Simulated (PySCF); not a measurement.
# RuBr₂⁺: structure of the sextet

The task is one start of a wider search on RuBr₂⁺: the sextet, from a bent start. It is relaxed, tested by its Hessian and followed downhill if it is a saddle.

The runs use PySCF 2.14.0; PBE0, basis Ru def2-TZVP with ECP28, Br def2-TZVP, scalar-relativistic core potentials, no spin–orbit coupling, density fitting.

## 1. The system as given

3 atoms, charge 1, spin multiplicity 6.

Bond lengths: Ru1–Br2 2.342 Å, Ru1–Br3 2.342 Å. Angles: Br2–Ru1–Br3 110.0°.

Z-matrix (Å, degrees; charge 1 multiplicity 6):
```
Ru
Br 1 2.3422
Br 1 2.3422 2 110.00
```

## 2. First SCF at the start

One driver script runs all steps and calls PySCF; scf.py shows how it sets up the SCF of each step. The optimiser is the driver's own. After this first run the driver tries any further starts and a stability analysis.

Input file scf.py:

```python
from pyscf import gto, scf, dft
mol = gto.M(atom='''
Ru     0.000000     0.000000     0.000000
Br     1.918600     0.000000     1.343400
Br    -1.918600     0.000000     1.343400''',
    basis={'Ru': 'def2-TZVP', 'Br': 'def2-TZVP'},
    ecp={'Ru': 'def2-TZVP'},
    charge=1, spin=5)
mf = dft.UKS(mol, xc='PBE0')
mf.grids.atom_grid = (50, 194)
aux = {'Ru': 'def2-universal-JKFIT', 'Br': 'def2-universal-JKFIT'}
mf = mf.density_fit(auxbasis=aux)
mf.conv_tol = 1e-08
mf.diis_space = 10
mf.max_cycle = 60
mf.init_guess = 'minao'
mf.verbose = 4
mf.kernel()
```

Command:

```
OMP_NUM_THREADS=4 python axn.py task.json out
```

What it wrote:

```text
init E= -5232.77185422223
[... the frontier-level lines of each cycle are left out ...]
cycle= 1 E= -5240.33158848621  delta_E= -7.56  |g|=    2  |ddm|= 3.13
cycle= 2 E= -5228.53150693816  delta_E= 11.8  |g|= 3.74  |ddm|= 6.88
cycle= 3 E= -5241.25291328741  delta_E= -12.7  |g|= 1.28  |ddm|= 6.78
cycle= 4 E= -5241.7977196291  delta_E= -0.545  |g|= 0.929  |ddm|= 1.51
cycle= 5 E= -5242.17979591909  delta_E= -0.382  |g|= 0.502  |ddm|= 0.46
cycle= 6 E= -5242.29830237029  delta_E= -0.119  |g|= 0.214  |ddm|= 0.27
cycle= 7 E= -5242.32036405502  delta_E= -0.0221  |g|= 0.0822  |ddm|= 0.133
cycle= 8 E= -5242.32378045346  delta_E= -0.00342  |g|= 0.0196  |ddm|= 0.0542
cycle= 9 E= -5242.32402621656  delta_E= -0.000246  |g|= 0.00526  |ddm|= 0.023
cycle= 10 E= -5242.3240455149  delta_E= -1.93e-05  |g|= 0.00182  |ddm|= 0.00475
cycle= 11 E= -5242.32405530941  delta_E= -9.79e-06  |g|= 0.000448  |ddm|= 0.00685
cycle= 12 E= -5242.32405624892  delta_E= -9.4e-07  |g|= 0.000169  |ddm|= 0.00236
cycle= 13 E= -5242.32405632898  delta_E= -8.01e-08  |g|= 9.04e-05  |ddm|= 0.000574
cycle= 14 E= -5242.32405635686  delta_E= -2.79e-08  |g|= 5.59e-05  |ddm|= 0.000419
cycle= 15 E= -5242.32405636121  delta_E= -4.35e-09  |g|= 3.01e-05  |ddm|= 0.000155
Extra cycle  E= -5242.32405635585  delta_E= 5.37e-09  |g|= 0.00011  |ddm|= 9.68e-05
converged SCF energy = -5242.32405635585  <S^2> = 8.7641299  2S+1 = 6.0047081
```

This step, with its further starts and checks, ran for 27 s (4 threads of Arm Neoverse V1, shared host).

The starts that the driver tried:

```tsv
start	energy (Eh)
the minimal-basis guess	-5242.324056
a thermally smeared density	-5242.324056
a smeared PBE density	-5242.324056
```

The test of internal stability and the other starts found no lower solution of this spin.

## 3. Relaxing the sextet from the bent start

The program finds C2v symmetry in the start, which this walk keeps.

scf.py, as its differences from that of step 2:

```diff
@@ -3,3 +3,3 @@
-Ru     0.000000     0.000000     0.000000
-Br     1.918600     0.000000     1.343400
-Br    -1.918600     0.000000     1.343400''',
+Ru     0.000000     0.000000    -0.816343
+Br     1.918600     0.000000     0.527057
+Br    -1.918600     0.000000     0.527057''',
@@ -16 +15,0 @@
-mf.init_guess = 'minao'
```

The optimiser's trace:

```tsv
step	energy (Eh)	change (kJ/mol)	largest symmetric gradient (Eh/bohr)
0	-5242.324056	0.00	0.01625
1	-5242.325754	-4.46	0.00813
2	-5242.327622	-9.36	0.00316
3	-5242.328368	-11.32	0.00154
4	-5242.328510	-11.69	0.00192
5	-5242.328531	-11.75	0.00103
6	-5242.328539	-11.77	0.00002
```

The walk took 36 s.

It settles in C2v symmetry, 11.8 kJ/mol below the start, after 6 steps: Ru–Br 2.314 Å (×2); Br–Ru–Br 134.2°.

## 4. Vibrations and properties at this point

The point is checked on the finer grid, and tightened if its gradient asks for it. The Hessian and the dipole derivatives come from central differences of analytic gradients, with steps of 0.02 bohr.

scf.py, as its differences from that of step 3:

```diff
@@ -3,3 +3,3 @@
-Ru     0.000000     0.000000    -0.816343
-Br     1.918600     0.000000     0.527057
-Br    -1.918600     0.000000     0.527057''',
+Ru     0.000000     0.000000    -0.551806
+Br     2.129329     0.000000     0.355528
+Br    -2.129329     0.000000     0.355528''',
@@ -10 +10 @@
-mf.grids.atom_grid = (50, 194)
+mf.grids.atom_grid = (75, 302)
@@ -13 +13 @@
-mf.conv_tol = 1e-08
+mf.conv_tol = 1e-10
```

The driver hands on the density of the step before, so the log starts near convergence.

Log of the central SCF (cycles and frontier levels):

```text
init E= -5242.32834861179
[... the frontier-level lines of each cycle are left out ...]
cycle= 1 E= -5242.32834861174  delta_E= 4.82e-11  |g|= 1.07e-05  |ddm|= 1.39e-05
cycle= 2 E= -5242.3283486113  delta_E= 4.48e-10  |g|= 3.13e-05  |ddm|= 3.43e-05
cycle= 3 E= -5242.3283486118  delta_E= -5e-10  |g|= 6.09e-06  |ddm|= 2.52e-05
cycle= 4 E= -5242.3283486118  delta_E= -5.46e-12  |g|= 1.46e-07  |ddm|= 5.2e-06
Extra cycle  E= -5242.3283486118  delta_E= -1.82e-12  |g|= 2.81e-07  |ddm|= 5.43e-07
converged SCF energy = -5242.3283486118  <S^2> = 8.7636358  2S+1 = 6.0045435
```

The whole step took 89 s.

Geometry: C2v; Ru–Br 2.315 Å (×2); Br–Ru–Br 133.8°.

Harmonic modes (main isotopes):

```csv
symmetry,ω (cm⁻¹),IR (km/mol),type
a1,49,1.7,bend
a1,273,3.4,stretch
b2,349,36.8,stretch
```

All wavenumbers are real: a minimum.

Properties at this point:

```yaml
Dipole_moment_about_the_centre_of_mass: 2.21 D
Highest_occupied_level: -13.55 eV
Lowest_empty_level: -10.69 eV
Rotational_constants: 0.3307, 0.02356, 0.02199 cm⁻¹
Zero-point_energy: 4.0 kJ/mol
Principal_polarisabilities: 42.5, 50.5, 140.7 bohr³
Principal_traceless_quadrupole_moments_about_the_centre_of_mass: -6.22, -2.55, 8.77 D Å
Entropy_at_298.15_K_and_1_bar_electronic_part_spin_only: 338.9 J/(mol K)
Heat_capacity_Cp_at_298.15_K: 55.3 J/(mol K)
Enthalpy_at_298.15_K_above_0_K: 14.26 kJ/mol
Rotational_symmetry_number: 2
Spin_squared_⟨S²⟩: 8.764
```

Populations by atom (charges in e):

```json
{"atom": "Ru1", "Mulliken": "1.00", "Löwdin": "0.32", "polar tensor": "1.25", "spin (Mulliken)": "3.83", "Mayer order to Ru1": "–"}
{"atom": "Br2,3", "Mulliken": "0.00", "Löwdin": "0.34", "polar tensor": "-0.12", "spin (Mulliken)": "0.59", "Mayer order to Ru1": "1.45"}
```

Outer orbital energies (eV). α occupied: -17.64, -17.62, -15.54, -14.95, -14.88, -14.20, -14.04, -13.55; empty: -7.33, -5.53, -4.08, -3.14. β occupied: -27.13, -26.87, -16.77, -16.02, -15.17, -14.60, -14.26, -14.23; empty: -10.69, -10.62, -10.41, -10.12.

Mulliken populations on Ru1 (outside its core potential): s 2.47, p 6.27, d 6.26, f 0.01.

## 5. Outcome

```
                                          quantity                                value
                                           minimum                          sextet, C2v
                                          geometry  Ru–Br 2.315 Å (×2); Br–Ru–Br 133.8°
                                wavenumbers (cm⁻¹)          49 (a1), 273 (a1), 349 (b2)
                    dipole moment (centre of mass)                               2.21 D
highest occupied, lowest empty level (either spin)                    -13.55, -10.69 eV
                        polar-tensor charge of Ru1                              +1.25 e
                                 zero-point energy                           4.0 kJ/mol
                               entropy at 298.15 K                      338.9 J/(mol K)
                                              ⟨S²⟩                                8.764
```

The bent start keeps its C2v symmetry and ends in a minimum. In the infrared the band at 349 cm⁻¹ (b2, stretch) leads. Most of the spin sits on Ru1 (Mulliken spin 3.83, against 5 for the whole molecule). Other starts or spin states, not run here, may lie lower. One determinant may miss the lowest occupation of an open d or f shell.

The search up to here took 2.5 min.
